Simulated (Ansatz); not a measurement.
# YbMn2Sb2 (P-3m1): equation of state

The task here is to estimate one member of a computed series from the others.

Program: Ansatz 0.2.0. Level of theory: DFT r²SCAN, scalar-relativistic, plane waves, PAW. These are calculated values, not measurements.

### The system as given

The structure is trigonal, space group P-3m1 (No. 164). The conventional cell has a = 4.501 Å, b = 4.501 Å, c = 7.297 Å, α = 90.00°, β = 90.00°, γ = 120.00°. Yb (site symmetry -3m) has 6 Sb at 3.17 Å in its first shell of neighbours. Around Mn (site symmetry 3m) lie 4 Sb at 2.72 to 2.76 Å. Sb (site symmetry 3m) is surrounded by 4 Mn at 2.72 to 2.76 Å and 3 Yb at 3.17 Å.

As a file:

```
Yb Mn Sb
1.0
     4.50112    0.00000    0.00000
    -2.25056    3.89808    0.00000
     0.00000    0.00000    7.29691
Yb Mn Sb
1 2 2
Direct
  0.00000 0.00000 0.00000
  0.33333 0.66667 0.62203
  0.66667 0.33333 0.37797
  0.33333 0.66667 0.24901
  0.66667 0.33333 0.75099
```

This cell comes from an earlier session at r²SCAN: 25.606 Å³/atom at -0.01 GPa, on a 10×10×6 mesh. The large moments point both ways and cancel.

Volume factors to run: 0.980, 1.020, 0.960, 1.040.

The first run:

input.yaml

```yaml
crystal:
  lattice:
    - [4.4709105581, 0.0, 0.0]
    - [-2.2354552791, 3.8719221214, 0.0]
    - [0.0, 0.0, 7.2479332923]
  atoms:
    - { symbol: Yb, position: [0.0, 0.0, 4.4e-09] }
    - { symbol: Mn, position: [0.3333333333, 0.6666666667, 0.6220315322], spin: 4.63 }
    - { symbol: Mn, position: [0.6666666667, 0.3333333333, 0.3779684644], spin: -4.63 }
    - { symbol: Sb, position: [0.3333333333, 0.6666666667, 0.2490074] }
    - { symbol: Sb, position: [0.6666666667, 0.3333333333, 0.750992599] }
basis:
  ecutwfc: 500
  ecutrho_ratio: 4
kpoints:
  mp_grid: { grid: [10, 10, 6] }
hamiltonian:
  xc: r2scan
scf:
  occupations: { method: gaussian, width: 0.05 }
output:
  forces: true
  stress: true
  eigenvalues: true
  populations: true
magnetization:
  spin_polarized: true
relax:
  f_tol: 0.01
  max_steps: 40
  cell: { stress_tol: 0.1, fix: [volume] }
```

Run with:

```bash
ansatz run input.yaml --threads 8 --pin off --max-ram 22528MiB --backend cpu --events-out ev --progress --plain --runs-dir out
```

Among the steps run: Scaling the volume by 0.980; Volume × 1.020; Scaling the volume by 0.960; Volume × 1.040.

One of the session's tables, all rows but one given; the rest of the session is left out.

It belongs to the step «Energy and pressure against volume». 

| volume (Å³/atom) | energy (meV/atom) | pressure (GPa) | moment of atom 2 (μB) |
| --- | --- | --- | --- |
| 24.582 | 6.59 | 2.14 | 4.14 |
| 25.094 | ? | ? | ? |
| 25.606 | 0.00 | -0.01 | 4.21 |
| 26.118 | 1.52 | -0.93 | 4.23 |
| 26.630 | 5.85 | -1.77 | 4.26 |

Q: Estimate the row for volume (Å³/atom) = 25.094 from the others.

Worked estimate for «energy (meV/atom)». A straight line through the neighbours (24.582, 6.59) and (25.606, 0.00) gives 6.59 + (0.00 − 6.59) × (25.094 − 24.582) / (25.606 − 24.582) = 3.29; a parabola fitted to 3 rows on both sides gives 1.69.

As computed: energy (meV/atom): 1.58; pressure (GPa): 1.01; moment of atom 2 (μB): 4.18. In «energy (meV/atom)» the line misses by +1.71 and the parabola by +0.11.

Limits of these values: Warnings in the runs' records: stability check not made.
